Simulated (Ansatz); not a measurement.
# TaN: the cost of one run

All numbers are computed with Ansatz 0.2.0, driven from Python. The levels of theory stand in the script.

## (1) The structure

Symmetry: P-62m, No. 189, hexagonal system. The conventional cell has a = 5.196 Å, b = 5.196 Å, c = 2.911 Å, α = 90.00°, β = 90.00°, γ = 120.00°. Ta (site symmetry -6) has 6 N at 2.16 Å as nearest neighbours. Ta (site symmetry -62m) has 3 N at 2.04 Å as nearest neighbours. N (site symmetry m2m) is surrounded by 5 Ta at 2.04 to 2.16 Å.

No structure file is read: the coordinates are typed or built in the script.

## (2) The code

Contents of run_lattice.py:

```python
import ansatz as az
import numpy as np
from pymatgen.core import Lattice, Structure
from pymatgen.io.ase import AseAtomsAdaptor

def edges_and_angles(cell):
    cell = np.asarray(cell)
    a, b, c = np.linalg.norm(cell, axis=1)
    cosines = cell[1] @ cell[2] / (b * c), cell[0] @ cell[2] / (a * c), cell[0] @ cell[1] / (a * b)
    return (a, b, c, *np.degrees(np.arccos(cosines)))


def main() -> None:
    pmg_structure = Structure(
        Lattice([(5.196, 0.0, 0.0), (-2.598, 4.499868, 0.0), (0.0, 0.0, 2.911)]),
        ["Ta", "Ta", "Ta", "N", "N", "N"],
        [
            (1 / 3, 2 / 3, 0.5),
            (2 / 3, 1 / 3, 0.5),
            (0.0, 0.0, 0.0),
            (0.39285, 0.0, 0.0),
            (0.60715, 0.60715, 0.0),
            (0.0, 0.39285, 0.0),
        ],
    )
    cell = az.Crystal.from_ase(AseAtomsAdaptor.get_atoms(pmg_structure))

    job = cell.calculation().kpoints(6, 6, 9).occupations("fermi_dirac", width=0.15).relax(cell=True)

    levels = [("r2scan", "d4"), ("r2scan", "none"), ("blyp", "d3bj")]
    print("level            a       b       c    alpha   beta  gamma  V/atom  steps")
    for name, dispersion in levels:
        seen = []
        run = job.functional(name, dispersion=dispersion).session().plan()
        outcome = run.execute(on_event=lambda e: seen.append(e) if e["event"] == "relax_step" else None)
        cell = outcome.lattice.cell_ang
        label = name if dispersion == "none" else f"{name}+{dispersion}"
        print("{:13s} {:7.4f} {:7.4f} {:7.4f} {:6.2f} {:6.2f} {:6.2f}".format(label, *edges_and_angles(cell)), f"{abs(np.linalg.det(cell)) / len(outcome.lattice.sites):7.3f} {len(seen):5d}")


if __name__ == "__main__":
    main()
```

## (3) The calls as engine input

The package turns the script's settings into the engine's input (first run):

```yaml
crystal:
  lattice:
    - [5.196, 0.0, 0.0]
    - [-2.598, 4.499868, 0.0]
    - [0.0, 0.0, 2.911]
  atoms:
    - { symbol: Ta, position: [0.3333333333333333, 0.6666666666666666, 0.5] }
    - { symbol: Ta, position: [0.6666666666666666, 0.3333333333333333, 0.5] }
    - { symbol: Ta, position: [0.0, 0.0, 0.0] }
    - { symbol: "N", position: [0.39285, 0.0, 0.0] }
    - { symbol: "N", position: [0.60715, 0.60715, 0.0] }
    - { symbol: "N", position: [-1.1233769476957228e-17, 0.39285, 0.0] }
kpoints:
  mp_grid:
    grid: [6, 6, 9]
hamiltonian:
  xc: r2scan
  dispersion: d4
scf:
  occupations:
    method: fermi_dirac
    width: 0.15
relax:
  cell: {}
```

## (4) The run

Launch:

```sh
$ python run_lattice.py
```

What time and memory should one allow on 1 thread of Arm Neoverse V2, shared host?

About 2.4 min, with a peak of 0.65 GiB.
